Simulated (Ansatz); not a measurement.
# C4H12Ge (tetramethylgermane): a chain of runs

We compute a geometry optimisation (singlet C4H12Ge, HF/STO-3G), then vibrational wavenumbers (singlet C4H12Ge, HF/STO-3G), then a single-point energy (doublet C4H12Ge+, UHF/STO-3G), then a structure relaxation (doublet C4H12Ge+, UHF/STO-3G), then a geometry optimisation (singlet C4H12Ge, HF/3-21G), then vibrational wavenumbers (singlet C4H12Ge, HF/3-21G) of C4H12Ge. 

The calculation is run with Ansatz 0.2.0.

## Step 1: The molecule

The species is C4H12Ge (17 atoms), meant as a singlet with charge 0. SMILES: `[CH3][Ge]([CH3])([CH3])[CH3]`. The shape is that of a PBE0-D4/def2-TZVP optimisation. The run starts from this shape.

Bond lengths: C1–Ge2 1.959 Å, Ge2–C3 1.959 Å, Ge2–C4 1.959 Å, Ge2–C5 1.959 Å, C1–H6 1.092 Å, C1–H7 1.092 Å, C1–H8 1.092 Å, C3–H9 1.092 Å, C3–H10 1.092 Å, C3–H11 1.092 Å, C4–H12 1.092 Å, C4–H13 1.092 Å, C4–H14 1.092 Å, C5–H15 1.092 Å, C5–H16 1.092 Å, C5–H17 1.092 Å. Some angles: C1–Ge2–C3 109.5°, C1–Ge2–C4 109.5°, C1–Ge2–C5 109.5°, C3–Ge2–C4 109.5°, C3–Ge2–C5 109.5°, C4–Ge2–C5 109.5°, Ge2–C1–H6 110.7°, Ge2–C1–H7 110.7°, Ge2–C1–H8 110.7°, Ge2–C3–H9 110.7°.

## Step 2: A geometry optimisation at HF/STO-3G (run 1)

input.yaml

```yaml
crystal:
  periodic: [false, false, false]
  atoms:
    - {symbol: C, position_ang: [-0.367480, 0.718160, -1.784830]}
    - {symbol: Ge, position_ang: [-0.000050, 0.000060, 0.000040]}
    - {symbol: C, position_ang: [1.899890, 0.229070, 0.417460]}
    - {symbol: C, position_ang: [-0.452680, -1.905120, 0.043200]}
    - {symbol: C, position_ang: [-1.079730, 0.957890, 1.324170]}
    - {symbol: H, position_ang: [-0.121990, 1.781080, -1.830470]}
    - {symbol: H, position_ang: [0.225690, 0.197440, -2.539250]}
    - {symbol: H, position_ang: [-1.422960, 0.599720, -2.037950]}
    - {symbol: H, position_ang: [2.126410, -0.165000, 1.410210]}
    - {symbol: H, position_ang: [2.173880, 1.285800, 0.398230]}
    - {symbol: H, position_ang: [2.520450, -0.298470, -0.309700]}
    - {symbol: H, position_ang: [-0.254160, -2.325970, 1.030950]}
    - {symbol: H, position_ang: [0.138530, -2.458280, -0.689380]}
    - {symbol: H, position_ang: [-1.509500, -2.055290, -0.186490]}
    - {symbol: H, position_ang: [-2.144060, 0.843090, 1.109260]}
    - {symbol: H, position_ang: [-0.889920, 0.572200, 2.327840]}
    - {symbol: H, position_ang: [-0.842310, 2.023590, 1.316720]}
basis:
  gaussian:
    orbitals: STO-3G
hamiltonian:
  xc: hf
relax:
  f_tol: 0.002
output: {orbitals: {seedname: orbitals}}
```

Started as:

```console
$ ansatz run input.yaml --threads 1 --pin off --max-ram 3480MiB --events-out events.jsonl --progress --plain --runs-dir runs
```

The log of the run:

```text
Warning: RAYON_NUM_THREADS=1 ignored (pool sized by the plan → 1); use --threads N
The last accepted step is kept in runs//last_step.txt (removed where the run ends without a failure and the disk answers)
[... 43 lines left out ...]
Total energy: -60095.02266509 eV, -2208.4513490727 hartree
[... 17 lines left out ...]
Dipole moment:     0.000009    -0.000010    -0.000009 e Å
```

Wall time 11 s (1 thread of Arm Neoverse V1, shared host); peak memory 0.12 GiB.

Step by step:

```
step  energy from the first frame kept (eV)  largest force (eV/Å)
   1                                 0.0000                0.7728
   2                                -0.1244                0.1600
   3                                -0.1281                0.0163
   4                                -0.1283                0.0379
   5                                -0.1283                0.0006
```

After the run. Bond lengths: C1–Ge2 1.911 Å, Ge2–C3 1.911 Å, Ge2–C4 1.911 Å, Ge2–C5 1.911 Å, C1–H6 1.082 Å, C1–H7 1.082 Å, C1–H8 1.082 Å, C3–H9 1.082 Å, C3–H10 1.082 Å, C3–H11 1.082 Å, C4–H12 1.082 Å, C4–H13 1.082 Å, C4–H14 1.082 Å, C5–H15 1.082 Å, C5–H16 1.082 Å, C5–H17 1.082 Å. Some angles: C1–Ge2–C3 109.5°, C1–Ge2–C4 109.5°, C1–Ge2–C5 109.5°, C3–Ge2–C4 109.5°, C3–Ge2–C5 109.5°, C4–Ge2–C5 109.5°, Ge2–C1–H6 111.6°, Ge2–C1–H7 111.6°, Ge2–C1–H8 111.6°, Ge2–C3–H9 111.6°.

## Step 3: The harmonic vibrations at HF/STO-3G (run 2)

in.yaml

```yaml
crystal:
  periodic: [false, false, false]
  atoms:
    - symbol: C
      position_ang: [-0.358610, 0.700739, -1.741630]
    - symbol: Ge
      position_ang: [0.000006, -0.000006, -0.000005]
    - symbol: C
      position_ang: [1.853897, 0.223640, 0.407399]
    - symbol: C
      position_ang: [-0.441814, -1.859019, 0.042140]
    - symbol: C
      position_ang: [-1.053473, 0.934637, 1.292095]
    - symbol: H
      position_ang: [-0.120292, 1.754407, -1.804452]
    - symbol: H
      position_ang: [0.221550, 0.194973, -2.502270]
    - symbol: H
      position_ang: [-1.401590, 0.591533, -2.008511]
    - symbol: H
      position_ang: [2.095945, -0.162301, 1.388939]
    - symbol: H
      position_ang: [2.142488, 1.266454, 0.392882]
    - symbol: H
      position_ang: [2.483884, -0.293237, -0.304578]
    - symbol: H
      position_ang: [-0.251304, -2.292288, 1.015249]
    - symbol: H
      position_ang: [0.136066, -2.422743, -0.678434]
    - symbol: H
      position_ang: [-1.486791, -2.025858, -0.184011]
    - symbol: H
      position_ang: [-2.112199, 0.831019, 1.093802]
    - symbol: H
      position_ang: [-0.877188, 0.564498, 2.293533]
    - symbol: H
      position_ang: [-0.830564, 1.993522, 1.297863]
basis:
  gaussian: {orbitals: STO-3G}
hamiltonian: {xc: hf}
phonons: {temperatures: {t_min: 298.15, t_max: 298.15, t_step: 1}}
```

Started as:

```console
$ ansatz run in.yaml --threads 1 --pin off --max-ram 3480MiB --events-out events.jsonl --progress --plain --runs-dir runs
```

The log of the run:

```text
Warning: RAYON_NUM_THREADS=1 ignored (pool sized by the plan → 1); use --threads N
[... 545 lines left out ...]
Total energy: -60095.02270944 eV, -2208.4513507023 hartree
[... 17 lines left out ...]
Dipole moment:     0.000009    -0.000010    -0.000008 e Å
Vibrations: 115.61 125.70 125.75 125.83 209.47 209.47 230.08 230.08 230.08 643.78 674.86 674.86 674.87 945.10 945.10 945.10 1062.30 1062.31 1063.87 1063.88 1063.89 1664.47 1664.47 1664.48 1680.50 1855.16 1855.17 1855.17 1857.08 1857.08 1860.35 1860.35 1860.35 3565.51 3565.51 3565.52 3565.69 3745.35 3745.36 3745.37 3746.34 3746.35 3746.47 3746.49 3746.50 cm⁻¹, zero-point energy 4.846981 eV
```

It took 2.6 min on 1 thread of Arm Neoverse V1, shared host; peak memory 0.11 GiB.

## Step 4: The doublet cation: a single-point energy at UHF/STO-3G (run 3)

run.yaml

```yaml
crystal:
  periodic: [false, false, false]
  atoms:
    - {symbol: C, position_ang: [-0.358610, 0.700739, -1.741630]}
    - {symbol: Ge, position_ang: [0.000006, -0.000006, -0.000005]}
    - {symbol: C, position_ang: [1.853897, 0.223640, 0.407399]}
    - {symbol: C, position_ang: [-0.441814, -1.859019, 0.042140]}
    - {symbol: C, position_ang: [-1.053473, 0.934637, 1.292095]}
    - {symbol: H, position_ang: [-0.120292, 1.754407, -1.804452]}
    - {symbol: H, position_ang: [0.221550, 0.194973, -2.502270]}
    - {symbol: H, position_ang: [-1.401590, 0.591533, -2.008511]}
    - {symbol: H, position_ang: [2.095945, -0.162301, 1.388939]}
    - {symbol: H, position_ang: [2.142488, 1.266454, 0.392882]}
    - {symbol: H, position_ang: [2.483884, -0.293237, -0.304578]}
    - {symbol: H, position_ang: [-0.251304, -2.292288, 1.015249]}
    - {symbol: H, position_ang: [0.136066, -2.422743, -0.678434]}
    - {symbol: H, position_ang: [-1.486791, -2.025858, -0.184011]}
    - {symbol: H, position_ang: [-2.112199, 0.831019, 1.093802]}
    - {symbol: H, position_ang: [-0.877188, 0.564498, 2.293533]}
    - {symbol: H, position_ang: [-0.830564, 1.993522, 1.297863]}
basis:
  gaussian: {orbitals: STO-3G}
magnetization: {spin_polarized: true, initial_magnetization: 1}
hamiltonian: {xc: hf}
total_charge: 1
```

Started as:

```console
$ ansatz run run.yaml --threads 1 --pin off --max-ram 3480MiB --events-out events.jsonl --progress --plain --runs-dir runs
```

The log of the run, shortened:

```text
Warning: RAYON_NUM_THREADS=1 ignored (pool sized by the plan → 1); use --threads N
Functional definition: HF
  name "HF"
[...]
629 factors; integrals over basis functions are off by at most 4.0e-5 eV
[...]
mean field -60086.30767835 eV, -2208.1310792173 hartree, gradient 8.7e-6 eV, S^2 0.760870; 6 other end points of the search recorded, 0 dependent functions left out
reference -60086.30767835 eV, -2208.1310792173 hartree; 34, 33 occupied and 16, 17 virtual orbitals, 629 factors
Total energy: -60086.30767835 eV, -2208.1310792173 hartree
```

It took 5.1 s on 1 thread of Arm Neoverse V1, shared host; peak memory 0.14 GiB.

## Step 5: The doublet cation: a geometry optimisation at UHF/STO-3G (run 4)

molecule.yaml

```yaml
basis:
  gaussian:
    orbitals: STO-3G
crystal:
  periodic: [false, false, false]
  atoms:
    - {symbol: C, position_ang: [-0.358610, 0.700739, -1.741630]}
    - {symbol: Ge, position_ang: [0.000006, -0.000006, -0.000005]}
    - {symbol: C, position_ang: [1.853897, 0.223640, 0.407399]}
    - {symbol: C, position_ang: [-0.441814, -1.859019, 0.042140]}
    - {symbol: C, position_ang: [-1.053473, 0.934637, 1.292095]}
    - {symbol: H, position_ang: [-0.120292, 1.754407, -1.804452]}
    - {symbol: H, position_ang: [0.221550, 0.194973, -2.502270]}
    - {symbol: H, position_ang: [-1.401590, 0.591533, -2.008511]}
    - {symbol: H, position_ang: [2.095945, -0.162301, 1.388939]}
    - {symbol: H, position_ang: [2.142488, 1.266454, 0.392882]}
    - {symbol: H, position_ang: [2.483884, -0.293237, -0.304578]}
    - {symbol: H, position_ang: [-0.251304, -2.292288, 1.015249]}
    - {symbol: H, position_ang: [0.136066, -2.422743, -0.678434]}
    - {symbol: H, position_ang: [-1.486791, -2.025858, -0.184011]}
    - {symbol: H, position_ang: [-2.112199, 0.831019, 1.093802]}
    - {symbol: H, position_ang: [-0.877188, 0.564498, 2.293533]}
    - {symbol: H, position_ang: [-0.830564, 1.993522, 1.297863]}
magnetization:
  spin_polarized: true
  initial_magnetization: 1
hamiltonian:
  xc: hf
relax: {}
total_charge: 1
```

Started as:

```console
$ ansatz run molecule.yaml --threads 1 --pin off --max-ram 3480MiB --events-out events.jsonl --progress --plain --runs-dir runs
```

The log of the run, shortened:

```text
Warning: RAYON_NUM_THREADS=1 ignored (pool sized by the plan → 1); use --threads N
[... 1 set-up line as earlier in the session ...]
[... 62 lines left out ...]
Total energy: -60087.69605506 eV, -2208.1821011201 hartree
[... 17 lines left out ...]
Dipole moment:    -0.185515     0.164588     0.227537 e Å
```

It took 21 s on 1 thread of Arm Neoverse V1, shared host; peak memory 0.14 GiB.

Step by step:

```
step  energy from the first frame kept (eV)  largest force (eV/Å)
   1                                 0.0000                6.4338
   2                                -0.8827                3.3141
   3                                -1.3271                0.6682
   4                                -1.3744                0.3709
   5                                -1.3862                0.1710
   6                                -1.3877                0.0464
   7                                -1.3878                0.0052
```

After the run. Bond lengths: C1–Ge2 1.888 Å, Ge2–C3 1.888 Å, Ge2–C4 1.888 Å, Ge2–C5 2.318 Å, C1–H6 1.082 Å, C1–H7 1.086 Å, C1–H8 1.082 Å, C3–H9 1.082 Å, C3–H10 1.082 Å, C3–H11 1.086 Å, C4–H12 1.082 Å, C4–H13 1.086 Å, C4–H14 1.082 Å, C5–H15 1.088 Å, C5–H16 1.088 Å, C5–H17 1.088 Å. Some angles: C1–Ge2–C3 118.4°, C1–Ge2–C4 118.4°, C1–Ge2–C5 97.3°, C3–Ge2–C4 118.4°, C3–Ge2–C5 97.3°, C4–Ge2–C5 97.3°, Ge2–C1–H6 112.2°, Ge2–C1–H7 108.9°, Ge2–C1–H8 112.2°, Ge2–C3–H9 112.2°.

## Step 6: A geometry optimisation at HF/3-21G (run 5)

in.yaml

```yaml
crystal:
  periodic: [false, false, false]
  atoms:
    - {symbol: C, position_ang: [-0.367480, 0.718160, -1.784830]}
    - {symbol: Ge, position_ang: [-0.000050, 0.000060, 0.000040]}
    - {symbol: C, position_ang: [1.899890, 0.229070, 0.417460]}
    - {symbol: C, position_ang: [-0.452680, -1.905120, 0.043200]}
    - {symbol: C, position_ang: [-1.079730, 0.957890, 1.324170]}
    - {symbol: H, position_ang: [-0.121990, 1.781080, -1.830470]}
    - {symbol: H, position_ang: [0.225690, 0.197440, -2.539250]}
    - {symbol: H, position_ang: [-1.422960, 0.599720, -2.037950]}
    - {symbol: H, position_ang: [2.126410, -0.165000, 1.410210]}
    - {symbol: H, position_ang: [2.173880, 1.285800, 0.398230]}
    - {symbol: H, position_ang: [2.520450, -0.298470, -0.309700]}
    - {symbol: H, position_ang: [-0.254160, -2.325970, 1.030950]}
    - {symbol: H, position_ang: [0.138530, -2.458280, -0.689380]}
    - {symbol: H, position_ang: [-1.509500, -2.055290, -0.186490]}
    - {symbol: H, position_ang: [-2.144060, 0.843090, 1.109260]}
    - {symbol: H, position_ang: [-0.889920, 0.572200, 2.327840]}
    - {symbol: H, position_ang: [-0.842310, 2.023590, 1.316720]}
basis:
  gaussian: {orbitals: 3-21G.json}
hamiltonian: {xc: hf}
relax: {f_tol: 0.002}
output: {orbitals: {seedname: orbitals}}
```

The basis set 3-21G is read from a file made from the Basis Set Exchange's data (not shown).

Started as:

```console
$ ansatz run in.yaml --threads 1 --pin off --max-ram 3480MiB --events-out events.jsonl --progress --plain --runs-dir runs
```

The log of the run, shortened:

```text
Warning: RAYON_NUM_THREADS=1 ignored (pool sized by the plan → 1); use --threads N
[... 1 set-up line as earlier in the session ...]
[... 37 lines left out ...]
Total energy: -60491.11959464 eV, -2223.0076427496 hartree
[... 17 lines left out ...]
Dipole moment:     0.000068    -0.000084    -0.000063 e Å
```

Run time: 11 s. Hardware: 1 thread of Arm Neoverse V1, shared host; peak memory 0.18 GiB.

The path in brief:

```
step  energy from the first frame kept (eV)  largest force (eV/Å)
   1                                 0.0000                0.4153
   2                                -0.0231                0.1530
   3                                -0.0243                0.0426
   4                                -0.0244                0.0016
```

After the run. Bond lengths: C1–Ge2 1.977 Å, Ge2–C3 1.977 Å, Ge2–C4 1.977 Å, Ge2–C5 1.977 Å, C1–H6 1.086 Å, C1–H7 1.086 Å, C1–H8 1.086 Å, C3–H9 1.086 Å, C3–H10 1.086 Å, C3–H11 1.086 Å, C4–H12 1.086 Å, C4–H13 1.086 Å, C4–H14 1.086 Å, C5–H15 1.086 Å, C5–H16 1.086 Å, C5–H17 1.086 Å. Some angles: C1–Ge2–C3 109.5°, C1–Ge2–C4 109.5°, C1–Ge2–C5 109.5°, C3–Ge2–C4 109.5°, C3–Ge2–C5 109.5°, C4–Ge2–C5 109.5°, Ge2–C1–H6 111.0°, Ge2–C1–H7 111.0°, Ge2–C1–H8 111.0°, Ge2–C3–H9 111.0°.

## Step 7: The harmonic vibrations at HF/3-21G (run 6)

input.yaml

```yaml
crystal:
  periodic: [false, false, false]
  atoms:
    - {symbol: C, position_ang: [-0.370905, 0.724726, -1.801197]}
    - {symbol: Ge, position_ang: [0.000034, -0.000043, -0.000030]}
    - {symbol: C, position_ang: [1.917318, 0.231335, 0.421368]}
    - {symbol: C, position_ang: [-0.456968, -1.922630, 0.043592]}
    - {symbol: C, position_ang: [-1.089466, 0.966589, 1.336260]}
    - {symbol: H, position_ang: [-0.128243, 1.781893, -1.852608]}
    - {symbol: H, position_ang: [0.216279, 0.210166, -2.555892]}
    - {symbol: H, position_ang: [-1.419642, 0.609875, -2.058271]}
    - {symbol: H, position_ang: [2.148604, -0.159189, 1.407840]}
    - {symbol: H, position_ang: [2.195529, 1.280824, 0.403947]}
    - {symbol: H, position_ang: [2.539541, -0.291156, -0.299022]}
    - {symbol: H, position_ang: [-0.261953, -2.346585, 1.024081]}
    - {symbol: H, position_ang: [0.128527, -2.478049, -0.682924]}
    - {symbol: H, position_ang: [-1.507140, -2.078098, -0.184662]}
    - {symbol: H, position_ang: [-2.149316, 0.855767, 1.127544]}
    - {symbol: H, position_ang: [-0.904601, 0.587129, 2.336740]}
    - {symbol: H, position_ang: [-0.857587, 2.027415, 1.333243]}
basis:
  gaussian: {orbitals: 3-21G.json}
hamiltonian: {xc: hf}
phonons: {temperatures: {t_min: 298.15, t_max: 298.15, t_step: 1}}
```

The basis set 3-21G is read from a file made from the Basis Set Exchange's data (not shown).

Started as:

```console
$ ansatz run input.yaml --threads 1 --pin off --max-ram 3480MiB --events-out events.jsonl --progress --plain --runs-dir runs
```

The log of the run:

```text
Warning: RAYON_NUM_THREADS=1 ignored (pool sized by the plan → 1); use --threads N
[... 545 lines left out ...]
Total energy: -60491.11955955 eV, -2223.0076414601 hartree
[... 17 lines left out ...]
Dipole moment:     0.000068    -0.000083    -0.000062 e Å
Vibrations: 115.90 134.19 134.21 134.29 167.47 167.47 204.13 204.13 204.14 598.82 643.40 643.40 643.40 789.72 789.72 789.73 930.36 930.38 943.51 943.52 943.53 1453.00 1453.00 1453.00 1470.43 1620.03 1620.04 1620.04 1623.77 1623.77 1636.32 1636.32 1636.33 3179.40 3179.40 3179.41 3181.01 3246.91 3246.91 3246.91 3247.02 3247.02 3249.67 3249.68 3249.69 cm⁻¹, zero-point energy 4.252937 eV
```

Run time: 2.9 min. Hardware: 1 thread of Arm Neoverse V1, shared host; peak memory 0.18 GiB.

## Step 8: Results

| quantity | value |
| --- | --- |
| run 1, HF/STO-3G: total energy at the end | -2208.45135 Eh |
| run 1, HF/STO-3G: dipole moment | 0.00 D |
| run 1, HF/STO-3G: HOMO energy | -9.88 eV |
| run 1, HF/STO-3G: LUMO energy | 13.97 eV |
| run 1, HF/STO-3G: HOMO–LUMO gap | 23.84 eV |
| run 2, HF/STO-3G: largest force on an atom | 0.001 eV/Å |
| run 2, HF/STO-3G: lowest harmonic wavenumber | 116 cm⁻¹ |
| run 2, HF/STO-3G: highest harmonic wavenumber | 3746 cm⁻¹ |
| run 2, HF/STO-3G: zero-point energy | 467.7 kJ/mol |
| doublet cation, run 3: total energy | -2208.13108 Eh |
| doublet cation, run 3: ⟨S²⟩ | 0.761 |
| doublet cation, run 4: total energy at the end | -2208.18210 Eh |
| doublet cation, run 4: ⟨S²⟩ | 0.759 |
| run 5, HF/3-21G: total energy at the end | -2223.00764 Eh |
| run 5, HF/3-21G: dipole moment | 0.00 D |
| run 5, HF/3-21G: HOMO energy | -10.96 eV |
| run 5, HF/3-21G: LUMO energy | 6.39 eV |
| run 5, HF/3-21G: HOMO–LUMO gap | 17.34 eV |
| run 6, HF/3-21G: largest force on an atom | 0.001 eV/Å |
| run 6, HF/3-21G: lowest harmonic wavenumber | 116 cm⁻¹ |
| run 6, HF/3-21G: highest harmonic wavenumber | 3250 cm⁻¹ |
| run 6, HF/3-21G: zero-point energy | 410.3 kJ/mol |
| vertical ionisation energy (to the doublet cation) | 8.715 eV |
| adiabatic ionisation energy (to the doublet cation, no zero-point term) | 7.327 eV |

In words: The vertical ionisation energy comes to 8.72 eV (841 kJ/mol). In a minimal basis such a difference can be off by several eV, whatever the method. The adiabatic ionisation energy (to the doublet cation, no zero-point term) is 7.33 eV (707 kJ/mol). The optimisation (run 1, HF/STO-3G) took 4 steps and changed the energy by -0.128 eV. All 45 modes (run 2, HF/STO-3G) are real, so the shape is a minimum at this level. Mulliken charges (run 2, HF/STO-3G) run from -0.37 on C5 to +0.86 on Ge2.
